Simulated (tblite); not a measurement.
# C3H14F2OSi5: the cost of one run

Computed with tblite 0.8.0 (tight binding) and PySCF 2.14.0 (DFT, with response routines of our own); each step states its level. Atoms count from 0 throughout.

## 1. The starting structure

25 atoms, charge 0, multiplicity 1; geometry from: MMFF94s geometry. This is the first candidate.

Bonds of the start (Å): C0–H11 1.11, C0–H12 1.09, C0–H13 1.09, C0–Si1 1.82, C6–H19 1.10, C6–H20 1.09, C6–H21 1.10, C7–H22 1.09, C7–H23 1.10, C7–H24 1.10, O3–Si4 1.65, Si1–H14 1.50, Si1–Si2 2.29, Si1–Si8 2.27, Si2–H15 1.49, Si2–O3 1.66, Si2–Si5 2.27, Si4–H16 1.49, Si4–H17 1.49, Si4–H18 1.48, Si5–C6 1.83, Si5–C7 1.82, Si5–Si8 2.25, Si8–F10 1.59 and more.

## 2. GFN2-xTB relaxation, isomer A, conformer 1

Job settings and geometry (Å):

```
{"job": {"xc": "GFN2-xTB", "basis": "xTB", "kind": "relax"}, "charge": 0, "multiplicity": 1}
C     -2.612000     1.369700    -0.897000
Si    -1.938300     1.035700     0.759700
Si     0.356000     0.999400     0.766900
O      0.988400     1.838000    -0.519200
Si     2.456600     2.252400    -1.143100
Si     0.289000    -1.247200     0.415600
C      1.473500    -2.147100     1.481300
C      0.371800    -1.677500    -1.354900
Si    -1.807400    -1.183400     1.239400
F     -2.846100    -2.082500     0.422300
F     -1.875400    -1.511700     2.797300
H     -3.704300     1.191000    -0.921400
H     -2.463800     2.417400    -1.175300
H     -2.165200     0.746500    -1.675800
H     -2.528600     1.910400     1.829100
H      0.959400     1.386300     2.070600
H      2.245500     2.981300    -2.422600
H      3.239500     1.014900    -1.404300
H      3.185700     3.121800    -0.186300
H      1.304100    -3.228900     1.453100
H      2.504500    -1.973200     1.175600
H      1.398100    -1.845300     2.536300
H      1.371100    -1.501600    -1.759000
H     -0.344700    -1.107300    -1.963600
H      0.131800    -2.735000    -1.515500
```

Launch:

```
$ OMP_NUM_THREADS=1 python ens_run.py task.json out
```

The driver reads the study from task.json and runs its stages one after another.

**Question.** How long does this first job take on 1 thread of Intel Xeon 6975P-C, shared host?

About 8.3 s.
